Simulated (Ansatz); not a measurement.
**NiGe+ (doublet): from Hartree-Fock to the top rungs, def2-SVP**

Aim: climb from Hartree-Fock through coupled cluster for NiGe+ (doublet) at one geometry and basis, and see what each rung misses.

Computed with Ansatz 0.2.0, Gaussian basis. Level: def2-SVP, core rule «outside noble gas», up to 23 orbitals frozen.

To be run: UHF; CCSD(T) on ROHF; CCSD(T) on UHF; CISD as a restricted active space (open shells left free, so some higher excitations enter); CCSDT(Q) on ROHF; CCSDT(Q) on UHF.

12 further runs of the same task are left out: 2 for a known fault of the program, 4 that didn't finish, 6 set aside as unsound or not needed. Runs told in other sessions of the task aren't counted.

### Step 1. What is computed

The geometry is a PBE0/def2-TZVP stationary point (not a proven minimum) of the parent state, kept for this charge and spin. No spin-orbit coupling is included. The filled d shell of Ge may be among the frozen orbitals whatever the setting's name suggests.

2 atoms, charge 1, spin multiplicity 2.

Atoms are counted from 1 here; the program's logs count them from 0.

Bond lengths: Ni1–Ge2 2.357 Å.

In the tables R marks a restricted open-shell determinant and U an unrestricted one; energies count from the table's Hartree-Fock row.

### Step 2. UHF

File in.yaml:

```yaml
crystal:
  periodic: [false, false, false]
  atoms:
    - {symbol: Ni, position_ang: [0.000000, 0.000000, 0.000000]}
    - {symbol: Ge, position_ang: [0.000000, 0.000000, 2.356800]}
basis:
  gaussian: {orbitals: def2-SVP}
total_charge: 1
magnetization: {spin_polarized: true, initial_magnetization: 1}
hamiltonian: {xc: hf}
output: {orbitals: {seedname: orbitals}}
```

The run is started by

```console
$ ansatz run in.yaml --threads 1 --pin off --events-out ev --progress --plain --max-ram 2393MiB
```

Log (excerpt; [...] marks lines left out):

```text
Functional definition: HF
  name "HF"
  cite "Fock, Z. Phys. 61, 126 (1930) doi:10.1007/BF01340294"
  parent pbe
[...]
648 factors; integrals over basis functions are off by at most 7.7e-4 eV
[...]
mean field -97456.80893422 eV, -3581.4716697348 hartree, gradient 3.7e-6 eV, S^2 2.069929; 21 other end points of the search recorded, 0 dependent functions left out
reference -97456.80893422 eV, -3581.4716697348 hartree; 30, 29 occupied and 33, 34 virtual orbitals, 648 factors
Total energy: -97456.80893422 eV, -3581.4716697348 hartree
```

Run time: 36 s. Hardware: 1 thread of Arm Neoverse V1, shared host.

From the report: ⟨S²⟩ of the determinant 2.070 (pure doublet: 0.75). The determinant of HF (⟨S²⟩ 2.07) is far from a pure spin state, so its energy mixes those of several spin states; that is harmless only where they are near-degenerate.

### Step 3. CCSD(T) on ROHF

Edit in.yaml of step 2 so:

```diff
@@ -8,4 +8,3 @@
 total_charge: 1
-magnetization: {spin_polarized: true, initial_magnetization: 1}
-hamiltonian: {xc: hf}
-output: {orbitals: {seedname: orbitals}}
+magnetization: {spin_polarized: false, initial_magnetization: 1}
+correlation: {method: ccsd_t, electrons: outside_noble_gas}
```

Same command.

Log (excerpt; [...] marks lines left out):

```text
Functional definition: HF
  name "HF"
  cite "Fock, Z. Phys. 61, 126 (1930) doi:10.1007/BF01340294"
  parent pbe
[...]
648 factors; integrals over basis functions are off by at most 7.7e-4 eV
[...]
mean field -97455.41874304 eV, -3581.4205811514 hartree, gradient 5.1e-6 eV, S^2 0.750000; 31 other end points of the search recorded, 0 dependent functions left out
[...]
determinant -97455.41874304 eV, -3581.4205811514 hartree, with singles and doubles -97464.09470721 eV, -3581.7394169539 hartree
determinant -97455.18658714 eV, -3581.4120495796 hartree, with singles and doubles -97463.72695739 eV, -3581.7259023972 hartree
determinant -97455.10874290 eV, -3581.4091888564 hartree, with singles and doubles -97463.63364455 eV, -3581.7224732136 hartree
determinant -97453.07506495 eV, -3581.3344525702 hartree, with singles and doubles -97461.24353579 eV, -3581.6346383368 hartree
[...]
determinant -97455.41874304 eV, -3581.4205811514 hartree, with singles and doubles -97464.12342955 eV, -3581.7404724804 hartree
determinant -97455.18658714 eV, -3581.4120495796 hartree, with singles and doubles -97463.85978143 eV, -3581.7307835905 hartree
determinant -97455.10874290 eV, -3581.4091888564 hartree, with singles and doubles -97463.66924172 eV, -3581.7237813855 hartree
[...]
unrestricted determinant -97456.80893428 eV, -3581.4716697372 hartree, S^2 2.0699
23 core orbitals not correlated: weight in the atoms' cores, before any rotation towards them, 1.000 or more for the frozen orbitals, at most 0.000 for the correlated occupied ones
reference -97455.41874304 eV, -3581.4205811514 hartree; 7, 6 occupied and 33, 34 virtual orbitals, 648 factors
second order -8.74490300 eV of doubles, -0.00797926 eV of singles
cycle   1  -8.70468238 eV  change    4.1e-6 eV  update   5.4e-6
perturbative correction -0.49685047 eV, -0.0182589182 hartree
Total energy: -97464.62027589 eV, -3581.7587312467 hartree
```

It took 2.4 min on 1 thread of Arm Neoverse V1, shared host.

From the report: correlation -9.2015 eV; T1 0.069; largest double amplitude 0.09.

### Step 4. CCSD(T) on UHF

Edit in.yaml of step 3 so:

```diff
@@ -8,3 +8,3 @@
 total_charge: 1
-magnetization: {spin_polarized: false, initial_magnetization: 1}
+magnetization: {spin_polarized: true, initial_magnetization: 1}
 correlation: {method: ccsd_t, electrons: outside_noble_gas}
```

Launched as before.

Log (excerpt; [...] marks lines left out):

```text
Functional definition: HF
  name "HF"
  cite "Fock, Z. Phys. 61, 126 (1930) doi:10.1007/BF01340294"
  parent pbe
[...]
648 factors; integrals over basis functions are off by at most 7.7e-4 eV
[...]
mean field -97456.80893422 eV, -3581.4716697348 hartree, gradient 3.7e-6 eV, S^2 2.069929; 57 other end points of the search recorded, 0 dependent functions left out
determinant -97456.80893422 eV, -3581.4716697348 hartree, with singles and doubles -97463.76933050 eV, -3581.7274595804 hartree
determinant -97456.77982657 eV, -3581.4706000483 hartree, with singles and doubles -97463.54196943 eV, -3581.7191042149 hartree
determinant -97456.77967794 eV, -3581.4705945866 hartree, with singles and doubles -97463.54171207 eV, -3581.7190947572 hartree
determinant -97456.60184217 eV, -3581.4640592423 hartree, with singles and doubles -97463.31213173 eV, -3581.7106578355 hartree
[...]
determinant -97455.78036820 eV, -3581.4338706309 hartree, with singles and doubles -97463.82195182 eV, -3581.7293933781 hartree
determinant -97455.58186748 eV, -3581.4265758638 hartree, with singles and doubles -97464.07493511 eV, -3581.7386903424 hartree
determinant -97455.49582454 eV, -3581.4234138441 hartree, with singles and doubles -97464.16852150 eV, -3581.7421295789 hartree
23 core orbitals not correlated: weight in the atoms' cores, before any rotation towards them, 1.000 or more for the frozen orbitals, at most 0.000 for the correlated occupied ones
reference -97455.49582447 eV, -3581.4234138417 hartree; 7, 6 occupied and 33, 34 virtual orbitals, 648 factors
second order -8.75500495 eV of doubles, -0.00000000 eV of singles
cycle   1  -8.67269335 eV  change    3.6e-6 eV  update   3.5e-5
cycle   2  -8.67269911 eV  change   -5.8e-6 eV  update   1.6e-5
perturbative correction -0.49871299 eV, -0.0183273642 hartree
Total energy: -97464.66723657 eV, -3581.7604570197 hartree
```

Run time: 3.3 min. Hardware: 1 thread of Arm Neoverse V1, shared host.

From the report: ⟨S²⟩ of the determinant 0.758 (pure doublet: 0.75); correlation -9.1714 eV; T1 0.065; largest double amplitude 0.09.

### Step 5. CISD as a restricted active space (open shells left free, so some higher excitations enter)

File in.yaml:

```yaml
crystal:
  periodic: [false, false, false]
  atoms:
    - {symbol: Ni, position_ang: [0.000000, 0.000000, 0.000000]}
    - {symbol: Ge, position_ang: [0.000000, 0.000000, 2.356800]}
basis:
  gaussian: {orbitals: def2-SVP}
total_charge: 1
magnetization: {spin_polarized: false, initial_magnetization: 1}
correlation: {active_space: {ras: {orbitals: [6, 1, 33], electrons: 13, max_holes: 2, max_particles: 2}, fixed_orbitals: true}}
```

Launched as before.

Log (excerpt; [...] marks lines left out):

```text
Functional definition: HF
  name "HF"
  cite "Fock, Z. Phys. 61, 126 (1930) doi:10.1007/BF01340294"
  parent pbe
[...]
648 factors; integrals over basis functions are off by at most 7.7e-4 eV
[...]
mean field -97455.41874304 eV, -3581.4205811514 hartree, gradient 5.1e-6 eV, S^2 0.750000; 23 other end points of the search recorded, 0 dependent functions left out
reference -97455.41874304 eV, -3581.4205811514 hartree; 30, 29 occupied and 33, 34 virtual orbitals, 648 factors
state -97463.27245549 eV, -3581.7091997604 hartree
Total energy: -97463.27245549 eV, -3581.7091997604 hartree
```

It took 27 s on 1 thread of Arm Neoverse V1, shared host.

From the report: 25,887 determinants.

### Step 6. CCSDT(Q) on ROHF

Edit in.yaml of step 5 so:

```diff
@@ -9,2 +9,2 @@
 magnetization: {spin_polarized: false, initial_magnetization: 1}
-correlation: {active_space: {ras: {orbitals: [6, 1, 33], electrons: 13, max_holes: 2, max_particles: 2}, fixed_orbitals: true}}
+correlation: {method: ccsdt_q, electrons: outside_noble_gas}
```

The command is unchanged.

Log (excerpt; [...] marks lines left out):

```text
Functional definition: HF
  name "HF"
  cite "Fock, Z. Phys. 61, 126 (1930) doi:10.1007/BF01340294"
  parent pbe
[...]
1052 factors; integrals over basis functions are off by at most 1.9e-7 eV
[...]
mean field -97455.41888808 eV, -3581.4205864816 hartree, gradient 1.5e-6 eV, S^2 0.750000; 28 other end points of the search recorded, 0 dependent functions left out
[...]
determinant -97455.41888808 eV, -3581.4205864816 hartree, with singles and doubles -97464.09490627 eV, -3581.7394242692 hartree
determinant -97455.18672843 eV, -3581.4120547717 hartree, with singles and doubles -97463.72715811 eV, -3581.7259097733 hartree
determinant -97455.10887569 eV, -3581.4091937363 hartree, with singles and doubles -97463.63383365 eV, -3581.7224801627 hartree
determinant -97453.07518294 eV, -3581.3344569063 hartree, with singles and doubles -97461.24390453 eV, -3581.6346518876 hartree
[...]
determinant -97455.41888808 eV, -3581.4205864816 hartree, with singles and doubles -97464.12362833 eV, -3581.7404797852 hartree
determinant -97455.18672843 eV, -3581.4120547717 hartree, with singles and doubles -97463.85998738 eV, -3581.7307911590 hartree
determinant -97455.10887569 eV, -3581.4091937363 hartree, with singles and doubles -97463.66942842 eV, -3581.7237882466 hartree
[...]
unrestricted determinant -97456.80903884 eV, -3581.4716735798 hartree, S^2 2.0699
23 core orbitals not correlated: weight in the atoms' cores, before any rotation towards them, 1.000 or more for the frozen orbitals, at most 0.000 for the correlated occupied ones
reference -97455.41888808 eV, -3581.4205864816 hartree; 7, 6 occupied and 33, 34 virtual orbitals, 1052 factors
second order -8.74497850 eV of doubles, -0.00797919 eV of singles
cycle   1  -7.90113310 eV  change    8.5e-1 eV  update   2.0e-1
[...]
cycle   5  -9.35199604 eV  change    9.0e-7 eV  update   1.1e-6
perturbative correction 0.01360382 eV, 0.0004999312 hartree
Total energy: -97464.75728031 eV, -3581.7637660660 hartree
```

Wall time 5.3 min (1 thread of Arm Neoverse V1, shared host); peak memory 0.84 GiB.

From the report: correlation -9.3384 eV; T1 0.093; largest double amplitude 0.09.

### Step 7. CCSDT(Q) on UHF

Edit in.yaml of step 6 so:

```diff
@@ -8,3 +8,3 @@
 total_charge: 1
-magnetization: {spin_polarized: false, initial_magnetization: 1}
+magnetization: {spin_polarized: true, initial_magnetization: 1}
 correlation: {method: ccsdt_q, electrons: outside_noble_gas}
```

Launched as before.

Log (excerpt; [...] marks lines left out):

```text
Functional definition: HF
  name "HF"
  cite "Fock, Z. Phys. 61, 126 (1930) doi:10.1007/BF01340294"
  parent pbe
[...]
1052 factors; integrals over basis functions are off by at most 1.9e-7 eV
[...]
mean field -97456.80903884 eV, -3581.4716735798 hartree, gradient 1.4e-6 eV, S^2 2.069936; 74 other end points of the search recorded, 0 dependent functions left out
determinant -97456.80903884 eV, -3581.4716735798 hartree, with singles and doubles -97463.76949201 eV, -3581.7274655157 hartree
determinant -97456.77993729 eV, -3581.4706041173 hartree, with singles and doubles -97463.54212806 eV, -3581.7191100445 hartree
determinant -97456.77978870 eV, -3581.4705986569 hartree, with singles and doubles -97463.54187085 eV, -3581.7191005922 hartree
determinant -97456.60194254 eV, -3581.4640629311 hartree, with singles and doubles -97463.31227755 eV, -3581.7106631942 hartree
[...]
determinant -97455.78052493 eV, -3581.4338763904 hartree, with singles and doubles -97463.82217968 eV, -3581.7294017518 hartree
determinant -97455.58201027 eV, -3581.4265811114 hartree, with singles and doubles -97464.07513548 eV, -3581.7386977059 hartree
determinant -97455.49596971 eV, -3581.4234191792 hartree, with singles and doubles -97464.16872279 eV, -3581.7421369764 hartree
23 core orbitals not correlated: weight in the atoms' cores, before any rotation towards them, 1.000 or more for the frozen orbitals, at most 0.000 for the correlated occupied ones
reference -97455.49596971 eV, -3581.4234191792 hartree; 7, 6 occupied and 33, 34 virtual orbitals, 1052 factors
second order -8.75507983 eV of doubles, -0.00000000 eV of singles
cycle   1  -7.88363698 eV  change    8.7e-1 eV  update   2.0e-1
[...]
cycle  49  -9.31422081 eV  change    8.5e-7 eV  update   1.6e-6
perturbative correction -0.21576412 eV, -0.0079291853 hartree
Total energy: -97465.02595465 eV, -3581.7736396660 hartree
```

It took 6.6 min on 1 thread of Arm Neoverse V1, shared host; peak memory 0.53 GiB.

From the report: ⟨S²⟩ of the determinant 0.758 (pure doublet: 0.75); correlation -9.5300 eV; T1 0.089; largest double amplitude 0.09.

### Step 8. All levels against the top one

No level here is safe as a reference; RCCSDT(Q) serves as a yardstick only. Rows without a time are mean-field rows or come out of runs for another level: lower rungs of the coupled-cluster runs, or the Hartree-Fock search.

Differences are taken before rounding.

```tsv
method	energy from the lowest ROHF (kJ/mol)	from RCCSDT(Q) (kJ/mol)	time
ROHF	0.0	+901.0	
RMP2	-844.5	+56.5	
UMP2	-852.2	+48.9	
CISD	-757.8	+143.3	27 s
RCCSD	-839.9	+61.2	
UCCSD	-844.2	+56.8	
RCCSD(T)	-887.8	+13.2	2.4 min
UCCSD(T)	-892.3	+8.7	3.3 min
RCCSDT	-902.3	-1.3	
UCCSDT	-906.1	-5.1	
RCCSDT(Q)	-901.0	0	5.3 min
UCCSDT(Q)	-927.0	-25.9	6.6 min
```

Among the levels timed on like hardware and quicker than the yardstick, those that no quicker one beats, quickest first: CISD (27 s, +143.3 kJ/mol); RCCSD(T) (2.4 min, +13.2 kJ/mol); UCCSD(T) (3.3 min, +8.7 kJ/mol).

Left out of the table: UHF (another determinant or state than the rows shown).

### Step 9. Outcome

```
                     quantity         value
RCCSDT(Q) from the ROHF energy    -9.3385 eV
          RMP2 from RCCSDT(Q)  +56.5 kJ/mol
          UMP2 from RCCSDT(Q)  +48.9 kJ/mol
         RCCSD from RCCSDT(Q)  +61.2 kJ/mol
      RCCSD(T) from RCCSDT(Q)  +13.2 kJ/mol
      UCCSD(T) from RCCSDT(Q)   +8.7 kJ/mol
     UCCSDT(Q) from RCCSDT(Q)  -25.9 kJ/mol
                T1 diagnostic         0.069
```

In words: RCCSD(T) misses by +13.2 kJ/mol, 1.5 % of the correlation energy. CCSD(T) misses by +13.2 kJ/mol on the restricted determinant and by +8.7 kJ/mol on the unrestricted one; the two need not hold the same state or core. Coupled cluster took another determinant than the lowest Hartree-Fock one. Warnings: spin contamination; coupled cluster took another determinant than the lowest; large T1 diagnostic.

With open shells the CI space here admits some higher excitations, so it is larger than plain CISD.
